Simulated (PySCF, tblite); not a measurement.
# C3H8ClPSSi2: infrared bands and NMR shifts

Aim: predict the infrared bands and NMR shifts of C3H8ClPSSi2 (`CC#C[SiH2]S[Si@@H](P)Cl`).

Computed with tblite 0.8.0 and PySCF 2.14.0, with density-fitted response routines of our own, on a single molecule in the gas phase. Atoms count from 0, in the outputs and in this text.

**1. Starting geometry**

16 atoms, charge 0, multiplicity 1; geometry from: GFN2-xTB.

Bonds of the start (Å): C0–C1 1.44, C1–C2 1.21, C2–Si3 1.84, Si3–S4 2.19, S4–Si5 2.14, Si5–P6 2.24, Si5–Cl7 2.03, C0–H8 1.09, C0–H9 1.09, C0–H10 1.09, Si3–H11 1.46, Si3–H12 1.45, Si5–H13 1.46, P6–H14 1.38, P6–H15 1.39.

**2. Vibrational analysis with GFN2-xTB**

Job settings and geometry (Å):

```
{"job": {"kind": "ir", "xc": "GFN2-xTB", "basis": "xTB"}, "charge": 0, "multiplicity": 1}
C     -3.295118     0.565781     0.533452
C     -2.220835     0.239529    -0.372181
C     -1.331336    -0.033784    -1.140408
Si     0.085042    -0.423942    -2.243303
S      1.751770    -1.067088    -0.984913
Si     1.828404     0.371813     0.591877
P      3.915789     0.341691     1.401880
Cl     1.445587     2.254682    -0.061694
H     -4.188696     0.000725     0.269568
H     -3.517674     1.630912     0.474473
H     -3.008749     0.318911     1.555478
H      0.531221     0.763716    -2.961063
H     -0.139793    -1.602227    -3.065945
H      0.751211     0.051292     1.526582
H      3.842655    -0.972920     1.824459
H      3.542924     0.837335     2.640327
```

**Question.** This job is followed by: GIAO PBE0/pcSseg-1 NMR shielding, non-relativistic, gas phase. Predict these results of the whole session: strongest single infrared mode (GFN2-xTB); zero-point energy (GFN2-xTB); ¹³C shifts against TMS (PBE0/pcSseg-1); ¹H shifts against TMS (PBE0/pcSseg-1, means over atoms taken as alike); ²⁹Si shifts against TMS (PBE0/pcSseg-1); ³³S shifts against CS2 (PBE0/pcSseg-1); ³¹P shifts against H3PO4 (PBE0/pcSseg-1); ³⁵Cl shifts against HCl (PBE0/pcSseg-1).

**Answer**, as computed:

| quantity | value |
| --- | --- |
| strongest single infrared mode (GFN2-xTB) | 692 cm⁻¹, 296 km/mol |
| zero-point energy (GFN2-xTB) | 58.2 kcal/mol |
| ¹³C shifts against TMS (PBE0/pcSseg-1) | 119.5, 79.8, 6.0 ppm |
| ¹H shifts against TMS (PBE0/pcSseg-1, means over atoms taken as alike) | 6.68, 5.25, 5.02, 2.16, 1.55 ppm |
| ²⁹Si shifts against TMS (PBE0/pcSseg-1) | 24.6, -58.5 ppm |
| ³³S shifts against CS2 (PBE0/pcSseg-1) | -205 ppm |
| ³¹P shifts against H3PO4 (PBE0/pcSseg-1) | -270.9 ppm |
| ³⁵Cl shifts against HCl (PBE0/pcSseg-1) | 33 ppm |

**Reading.** The lowest mode is imaginary (23i cm⁻¹), so the xTB geometry is not a minimum. The strongest single mode, at 692 cm⁻¹, is spread over several atoms, H12, H11, H14, H15 among them. GFN2-xTB is a fitted tight-binding method: band positions and strengths are rough. Its intensities can rank the bands wrongly. At PBE0/pcSseg-1: The largest span, 281 ppm, is at C1, where the paramagnetic term is -207 ppm.
